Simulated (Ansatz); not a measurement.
# Cl3F2HW: the cost of one run

All numbers below are computed with Ansatz 0.2.0 (RHF/def2-SVP).

### Step 1. Starting point

Bond lengths: W1–F2 1.850 Å, W1–H3 1.720 Å, W1–Cl4 2.390 Å, W1–Cl5 2.390 Å, W1–F6 1.850 Å, W1–Cl7 2.390 Å. Angles (14 of 15 angles, heavy atoms first): F2–W1–Cl4 90.0°, F2–W1–Cl5 90.0°, F2–W1–F6 90.0°, F2–W1–Cl7 180.0°, Cl4–W1–Cl5 90.0°, Cl4–W1–F6 180.0°, Cl4–W1–Cl7 90.0°, Cl5–W1–F6 90.0°, Cl5–W1–Cl7 90.0°, F6–W1–Cl7 90.0°, F2–W1–H3 90.0°, H3–W1–Cl4 90.0°, H3–W1–Cl5 180.0°, H3–W1–F6 90.0°.

Structure file:

```xyz
7

W     0.0000    0.0000    0.0000
F     0.0000    0.0000    1.8500
H     1.7200    0.0000    0.0000
Cl    0.0000    2.3900    0.0000
Cl   -2.3900    0.0000    0.0000
F     0.0000   -1.8500    0.0000
Cl    0.0000    0.0000   -2.3900
```

### Step 2. Relaxing the start

Input file input.yaml:

```yaml
crystal:
  periodic: [false, false, false]
  atoms:
    - { symbol: W, position_ang: [0.0, 0.0, 0.0] }
    - { symbol: F, position_ang: [0.0, 0.0, 1.85] }
    - { symbol: H, position_ang: [1.72, 0.0, 0.0] }
    - { symbol: Cl, position_ang: [0.0, 2.39, 0.0] }
    - { symbol: Cl, position_ang: [-2.39, 0.0, 0.0] }
    - { symbol: F, position_ang: [0.0, -1.85, 0.0] }
    - { symbol: Cl, position_ang: [0.0, 0.0, -2.39] }
basis:
  gaussian: { orbitals: def2-SVP }
hamiltonian:
  xc: hf
relax:
  f_tol: 0.02
  max_steps: 40
```

Launch:

```console
$ ansatz run input.yaml --threads 2 --pin off --max-ram 3072MiB --backend cpu --events-out ev --progress --plain --runs-dir out
```

Q: Estimate wall time and peak memory on 2 threads of Arm Neoverse V1, shared host.

About 29 s, with a peak of 0.29 GiB.
